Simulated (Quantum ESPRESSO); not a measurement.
# W in Quantum ESPRESSO: further runs, part 2 of 2

Quantum ESPRESSO 7.5. Earlier steps stand in the parts before.

## 3. Work function, PBE

pw.in reads:

```
&CONTROL
  calculation = 'scf'
  prefix = 'pwscf'
  outdir = './tmp'
  pseudo_dir = './pseudo'
  tprnfor = .true.
  disk_io = 'low'
/
&SYSTEM
  ibrav = 0
  celldm(1) = 8
  nat = 5
  ntyp = 1
  ecutwfc = 30
  nbnd = 46
  occupations = 'smearing'
  smearing = 'fd'
  degauss = 0.00367493
/
&ELECTRONS
  conv_thr = 5d-09
  electron_maxstep = 150
  mixing_beta = 0.3
  mixing_mode = 'local-TF'
/
ATOMIC_SPECIES
W    183.8400 W.upf
CELL_PARAMETERS alat
  0.6535156602381   0.0000000000000   0.0000000000000
 -0.2178385534127   0.6161404732879  -0.0000000000000
  0.0000000000000   0.0000000000000   5.6776096923418
ATOMIC_POSITIONS crystal
W      0.5000000000    0.5000000000    0.3120359338
W      0.0000000000    0.0000000000    0.4060179669
W      0.5000000000    0.5000000000    0.5000000000
W      0.0000000000    0.0000000000    0.5939820331
W      0.5000000000    0.5000000000    0.6879640662
K_POINTS automatic
10 10 1 0 0 0
```

pp_density.in reads:

```
&INPUTPP
  prefix = 'pwscf'
  outdir = './tmp'
  filplot = 'density.dat'
  plot_num = 0
/
&PLOT
  nfile = 1
  filepp(1) = 'density.dat'
  iflag = 3
  output_format = 6
  fileout = 'density.cube'
/
```

pp_potential.in reads:

```
&INPUTPP
  prefix = 'pwscf'
  outdir = './tmp'
  filplot = 'potential.dat'
  plot_num = 11
/
&PLOT
  nfile = 1
  filepp(1) = 'potential.dat'
  iflag = 3
  output_format = 6
  fileout = 'potential.cube'
/
```

pp_elf.in reads:

```
&INPUTPP
  prefix = 'pwscf'
  outdir = './tmp'
  filplot = 'elf.dat'
  plot_num = 8
/
&PLOT
  nfile = 1
  filepp(1) = 'elf.dat'
  iflag = 3
  output_format = 6
  fileout = 'elf.cube'
/
```

Potentials or basis: PseudoDojo 0.4.1 SR PBE standard.

Launch:

```sh
$ OMP_NUM_THREADS=1 mpirun -n 2 pw.x -nk 2 -in pw.in > pw.out
$ OMP_NUM_THREADS=1 mpirun -n 1 pp.x -in pp_density.in > pp_density.out
$ OMP_NUM_THREADS=1 mpirun -n 1 pp.x -in pp_potential.in > pp_potential.out
$ OMP_NUM_THREADS=1 mpirun -n 1 pp.x -in pp_elf.in > pp_elf.out
```

pw.out:

```text
This program is part of the open-source Quantum ESPRESSO suite
     for quantum simulation of materials; please cite
[... 6 lines left out ...]
     using ibrav=0 with symmetry is DISCOURAGED, use correct ibrav instead

     K-points division:     npool     =       2
     Subspace diagonalization in iterative solution of the eigenvalue problem:
     a serial algorithm will be used

     G-vector sticks info
     --------------------
     sticks:   dense  smooth     PW     G-vecs:    dense   smooth      PW
     Sum         249     249     91                25967    25967    5553

     Using Slab Decomposition

     bravais-lattice index     =            0
     lattice parameter (alat)  =       8.0000  a.u.
     unit-cell volume          =    1170.4995 (a.u.)^3
     number of atoms/cell      =            5
     number of atomic types    =            1
     number of electrons       =        70.00
     number of Kohn-Sham states=           46
     kinetic-energy cutoff     =      30.0000  Ry
     charge density cutoff     =     120.0000  Ry
     scf convergence threshold =      5.0E-09
     mixing beta               =       0.3000
     number of iterations used =            8  local-TF  mixing
     Exchange-correlation= PBE
                           (   1   4   3   4   0   0   0)

[... 94 lines left out ...]
        k(   52) = (  -0.7650926  -1.0820043   0.0000000), wk =   0.0200000

     Dense  grid:    25967 G-vectors     FFT dimensions: (  20,  20, 160)

     Initial potential from superposition of free atoms

     starting charge      69.9974, renormalised to      70.0000

     negative rho (up, down):  1.506E-03 0.000E+00
     Starting wfcs are   50 randomized atomic wfcs

     Self-consistent Calculation

     iteration #  1     ecut=    30.00 Ry     beta= 0.30
     Davidson diagonalization with overlap
     ethr =  1.00E-02,  avg # of iterations =  2.8

     negative rho (up, down):  1.562E-04 0.000E+00
[... 126 lines left out ...]
     iteration # 18     ecut=    30.00 Ry     beta= 0.30
     Davidson diagonalization with overlap
     ethr =  2.58E-11,  avg # of iterations =  1.8

     End of self-consistent calculation

          k = 0.0000 0.0000 0.0000 (  3313 PWs)   bands (ev):

   -66.3600 -66.2749 -66.1944 -66.0473 -66.0396 -31.1495 -30.9109 -30.6027
   -30.4315 -30.3288 -30.3281 -30.1804 -30.1484 -30.1404 -30.1297 -30.1101
   -29.9568 -29.9524 -29.7987 -29.7982  -1.2837  -0.1941   1.0802   1.7956
     1.8484   4.3495   4.8371   5.5004   6.0665   6.0765   6.3009   6.3589
     6.4805   6.5248   6.8281   7.6327   7.9217   8.3420   9.2590   9.3870
     9.5146   9.5948   9.8255   9.9160   9.9629   9.9784
[... 453 lines left out ...]
   -66.1580 -66.1148 -66.0491 -65.8854 -65.8849 -31.2398 -31.1345 -30.9895
   -30.8627 -30.8186 -30.7477 -30.7395 -30.7393 -30.6586 -30.5662 -30.4316
   -30.3437 -30.3401 -30.2305 -30.1155   1.9473   2.2780   2.3486   2.6322
     3.2376   3.2609   3.4997   4.5959   4.6104   5.7573   6.2719   7.4548
     8.1661   8.3315   8.5991   9.2985   9.5085   9.5782   9.6213  11.5283
    11.5759  12.4492  12.6347  12.8808  13.2208  13.5252

     the Fermi energy is     7.7847 ev

!    total energy              =    -757.31523859 Ry
     estimated scf accuracy    <          1.3E-10 Ry
     smearing contrib. (-TS)   =      -0.00266834 Ry
     internal energy E=F+TS    =    -757.31257024 Ry

     The total energy is F=E-TS. E is the sum of the following terms:
     one-electron contribution =   -5275.70427019 Ry
     hartree contribution      =    2641.76529399 Ry
     xc contribution           =    -165.09199638 Ry
     ewald contribution        =    2041.71840234 Ry

     convergence has been achieved in  18 iterations

     Forces acting on atoms (cartesian axes, Ry/au):

     atom    1 type  1   force =     0.00000000    0.00000000    0.02968051
     atom    2 type  1   force =     0.00000000    0.00000000   -0.02710851
     atom    3 type  1   force =     0.00000000    0.00000000    0.00000000
     atom    4 type  1   force =     0.00000000    0.00000000    0.02710851
     atom    5 type  1   force =     0.00000000    0.00000000   -0.02968051

     Total force =     0.056847     Total SCF correction =     0.000034

=------------------------------------------------------------------------------=
   JOB DONE.
=------------------------------------------------------------------------------=
```

pp_density.out:

```text
This program is part of the open-source Quantum ESPRESSO suite
     for quantum simulation of materials; please cite
         "P. Giannozzi et al., J. Phys.:Condens. Matter 21 395502 (2009);
         "P. Giannozzi et al., J. Phys.:Condens. Matter 29 465901 (2017);
         "P. Giannozzi et al., J. Chem. Phys. 152 154105 (2020);
     in publications or presentations arising from this work. More details at

     IMPORTANT: XC functional enforced from input :
     Exchange-correlation= PBE
                           (   1   4   3   4   0   0   0)
     Any further DFT definition will be discarded
     Please, verify this is what you really want

     G-vector sticks info
     --------------------
     sticks:   dense  smooth     PW     G-vecs:    dense   smooth      PW
     Sum         249     249     91                25967    25967    5553

     Using Slab Decomposition

     Calling punch_plot, plot_num =   0
     Writing data to file  density.dat
     Reading data from file  density.dat

     Writing data to be plotted to file density.cube
     Plot Type: 3D                     Output format: Gaussian cube

=------------------------------------------------------------------------------=
   JOB DONE.
=------------------------------------------------------------------------------=
```

pp_potential.out:

```text
This program is part of the open-source Quantum ESPRESSO suite
     for quantum simulation of materials; please cite
         "P. Giannozzi et al., J. Phys.:Condens. Matter 21 395502 (2009);
         "P. Giannozzi et al., J. Phys.:Condens. Matter 29 465901 (2017);
         "P. Giannozzi et al., J. Chem. Phys. 152 154105 (2020);
     in publications or presentations arising from this work. More details at

     IMPORTANT: XC functional enforced from input :
     Exchange-correlation= PBE
                           (   1   4   3   4   0   0   0)
     Any further DFT definition will be discarded
     Please, verify this is what you really want

     G-vector sticks info
     --------------------
     sticks:   dense  smooth     PW     G-vecs:    dense   smooth      PW
     Sum         249     249     91                25967    25967    5553

     Using Slab Decomposition

     Calling punch_plot, plot_num =  11
     Writing data to file  potential.dat
     Reading data from file  potential.dat

     Writing data to be plotted to file potential.cube
     Plot Type: 3D                     Output format: Gaussian cube

=------------------------------------------------------------------------------=
   JOB DONE.
=------------------------------------------------------------------------------=
```

Wall time 1.8 min (2 MPI ranks of Arm Neoverse V1, shared host); peak memory 0.28 GiB.

These settings aren't checked as converged: the numbers below hold their error.

What came out:

```yaml
Free_energy: -10303.7987 eV
Largest_force: 0.763 eV/Å
Band_gap_on_the_k_mesh: none (metal or under the smearing width)
Work_function_of_the_upper_face: 4.89 eV
Work_function_of_the_lower_face: 4.89 eV
```

Caveat: the cutoff lies well under what these potentials need, so the values aren't converged; the cell was measured hot, at 2171 K.

## 4. Work function, PBE

pw.in: that of step 3 with these lines changed.

```diff
@@ -13,3 +13,3 @@
   ntyp = 1
-  ecutwfc = 30
+  ecutwfc = 37
   nbnd = 46
```

pp_density.in is that of step 3.

pp_potential.in is that of step 3.

pp_elf.in is that of step 3.

Potentials or basis: PseudoDojo 0.4.1 SR PBE standard.

Launch:

```sh
$ OMP_NUM_THREADS=1 mpirun -n 2 pw.x -nk 2 -in pw.in > pw.out
$ OMP_NUM_THREADS=1 mpirun -n 1 pp.x -in pp_density.in > pp_density.out
$ OMP_NUM_THREADS=1 mpirun -n 1 pp.x -in pp_potential.in > pp_potential.out
$ OMP_NUM_THREADS=1 mpirun -n 1 pp.x -in pp_elf.in > pp_elf.out
```

pw.out:

```text
This program is part of the open-source Quantum ESPRESSO suite
     for quantum simulation of materials; please cite
[... 6 lines left out ...]
     using ibrav=0 with symmetry is DISCOURAGED, use correct ibrav instead

     K-points division:     npool     =       2
     Subspace diagonalization in iterative solution of the eigenvalue problem:
     a serial algorithm will be used

     G-vector sticks info
     --------------------
     sticks:   dense  smooth     PW     G-vecs:    dense   smooth      PW
     Sum         307     307     99                35605    35605    7073

     Using Slab Decomposition

     bravais-lattice index     =            0
     lattice parameter (alat)  =       8.0000  a.u.
     unit-cell volume          =    1170.4995 (a.u.)^3
     number of atoms/cell      =            5
     number of atomic types    =            1
     number of electrons       =        70.00
     number of Kohn-Sham states=           46
     kinetic-energy cutoff     =      37.0000  Ry
     charge density cutoff     =     148.0000  Ry
     scf convergence threshold =      5.0E-09
     mixing beta               =       0.3000
     number of iterations used =            8  local-TF  mixing
     Exchange-correlation= PBE
                           (   1   4   3   4   0   0   0)

     celldm(1)=   8.000000  celldm(2)=   0.000000  celldm(3)=   0.000000
[... 96 lines left out ...]

     Initial potential from superposition of free atoms

     starting charge      69.9974, renormalised to      70.0000

     negative rho (up, down):  4.063E-05 0.000E+00
     Starting wfcs are   50 randomized atomic wfcs

     Self-consistent Calculation

     iteration #  1     ecut=    37.00 Ry     beta= 0.30
     Davidson diagonalization with overlap
     ethr =  1.00E-02,  avg # of iterations =  2.9

     total energy              =    -758.00978423 Ry
     estimated scf accuracy    <       1.01804771 Ry
[... 125 lines left out ...]
     iteration # 18     ecut=    37.00 Ry     beta= 0.30
     Davidson diagonalization with overlap
     ethr =  2.45E-11,  avg # of iterations =  2.5

     End of self-consistent calculation

          k = 0.0000 0.0000 0.0000 (  4411 PWs)   bands (ev):

   -66.5404 -66.5077 -66.4503 -66.2859 -66.2841 -31.2095 -30.9715 -30.6573
   -30.4759 -30.3676 -30.3668 -30.2075 -30.1695 -30.1657 -30.1594 -30.1367
   -29.9882 -29.9853 -29.8270 -29.8257  -1.3914  -0.3088   0.9708   1.7409
     1.7696   4.3576   4.8466   5.5144   6.0653   6.0942   6.2973   6.3780
     6.4978   6.5118   6.8473   7.5992   7.9387   8.2939   9.2781   9.4086
     9.5295   9.6126   9.8499   9.9377   9.9850   9.9993
[... 453 lines left out ...]
   -66.4345 -66.4184 -66.3630 -66.1953 -66.1946 -31.3107 -31.2079 -31.0545
   -30.9203 -30.8773 -30.8069 -30.8051 -30.8022 -30.7073 -30.6202 -30.4840
   -30.4004 -30.3889 -30.2811 -30.1458   1.9049   2.2787   2.3493   2.6105
     3.2296   3.2599   3.4940   4.5891   4.6182   5.7653   6.2543   7.4648
     8.1347   8.3164   8.5931   9.3020   9.5194   9.5224   9.5995  11.5328
    11.5898  12.4202  12.6552  12.9021  13.2431  13.5471

     the Fermi energy is     7.7769 ev

!    total energy              =    -757.95458662 Ry
     estimated scf accuracy    <          3.7E-09 Ry
     smearing contrib. (-TS)   =      -0.00272744 Ry
     internal energy E=F+TS    =    -757.95185917 Ry

     The total energy is F=E-TS. E is the sum of the following terms:
     one-electron contribution =   -5276.52496422 Ry
     hartree contribution      =    2642.05293271 Ry
     xc contribution           =    -165.19823000 Ry
     ewald contribution        =    2041.71840234 Ry

     convergence has been achieved in  18 iterations

     Forces acting on atoms (cartesian axes, Ry/au):

     atom    1 type  1   force =     0.00000000    0.00000000    0.03023863
     atom    2 type  1   force =     0.00000000    0.00000000   -0.02694382
     atom    3 type  1   force =     0.00000000    0.00000000    0.00000000
     atom    4 type  1   force =     0.00000000    0.00000000    0.02694382
     atom    5 type  1   force =     0.00000000    0.00000000   -0.03023863

     Total force =     0.057277     Total SCF correction =     0.000266

=------------------------------------------------------------------------------=
   JOB DONE.
=------------------------------------------------------------------------------=
```

Run time: 3.4 min. Hardware: 2 MPI ranks of Arm Neoverse V1, shared host; peak memory 0.34 GiB.

These settings aren't checked as converged: the numbers below hold their error.

What came out:

```yaml
Free_energy: -10312.4975 eV
Largest_force: 0.777 eV/Å
Band_gap_on_the_k_mesh: none (metal or under the smearing width)
Work_function_of_the_upper_face: 4.90 eV
Work_function_of_the_lower_face: 4.90 eV
```

Caveat: the cutoff lies well under what these potentials need, so the values aren't converged; the cell was measured hot, at 2171 K.
